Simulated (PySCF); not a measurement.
# SbH: bond curves at several levels of theory

An exercise on one series of results from a longer session: the logs are not shown, and one member is left open.

Method: Sb x2c-TZVPPall, H x2c-TZVPPall, spin-free X2C with a Gaussian nucleus; program: PySCF 2.14.0.

The first run:

A driver script around PySCF takes these settings:

```yaml
atoms: Sb, H
charge: 0
basis: Sb x2c-TZVPPall, H x2c-TZVPPall
Hamiltonian: spin-free X2C with a Gaussian nucleus
basis_functions: 74
electrons_treated: 52
masses_in_u: 120.9038, 1.0078
levels: PBE0, PBE, r²SCAN, PBEsol, M06-2X, M06-L, M06, ωB97M-V, HF, MP2, SCS-MP2, CCSD, CCSD(T)
grid: 80 radial by 434 angular points
occupations: held fixed by the projection of orbital angular momentum
dissociation_limit: Sb + H, each in its ground configuration
starting_distance_in_angstrom: 1.685
values_of_2S_to_try: 0, 2, 4
```

On the command line:

```
$ OMP_NUM_THREADS=1 python dia.py task.json out
```

Steps of the session up to this table: Input; The PBE0 curve of the state that the search chose; Higher solutions at PBE0; PBE; r²SCAN; PBEsol; M06-2X; M06-L; M06 (hybrid meta-GGA); ωB97M-V; UHF; MP2 and coupled cluster.

One of the session's tables, all rows but one given; the rest of the session is left out.

Energy (eV) from each level's lowest point:

```
R (Å)    UHF  UHF-MP2  UHF-SCS-MP2  UHF-CCSD  UHF-CCSD(T)
1.478  0.542    0.474        0.498       n/a          n/a
1.546  0.237    0.196        0.212     0.222        0.229
1.615  0.068    0.047        0.057     0.063        0.068
1.667  0.010    0.002        0.006     0.009        0.012
1.718  0.000    0.000        0.000     0.000        0.000
1.770      ?        ?            ?         ?            ?
1.838  0.111    0.122        0.113     0.103        0.096
1.924  0.270    0.282        0.269     0.249        0.237
2.027  0.508    0.525        0.514     0.471        0.451
2.165  0.836    0.931        0.953       n/a          n/a
```

Estimate the missing values for R (Å) = 1.770.

Worked estimate for «UHF». A straight line through the neighbours (1.718, 0.000) and (1.838, 0.111) gives 0.000 + (0.111 − 0.000) × (1.770 − 1.718) / (1.838 − 1.718) = 0.048; a parabola fitted to 4 rows on both sides gives 0.031.

**Answer.** UHF: 0.028; UHF-MP2: 0.034; UHF-SCS-MP2: 0.030; UHF-CCSD: 0.026; UHF-CCSD(T): 0.023. In «UHF» the line misses by +0.020 and the parabola by +0.003.
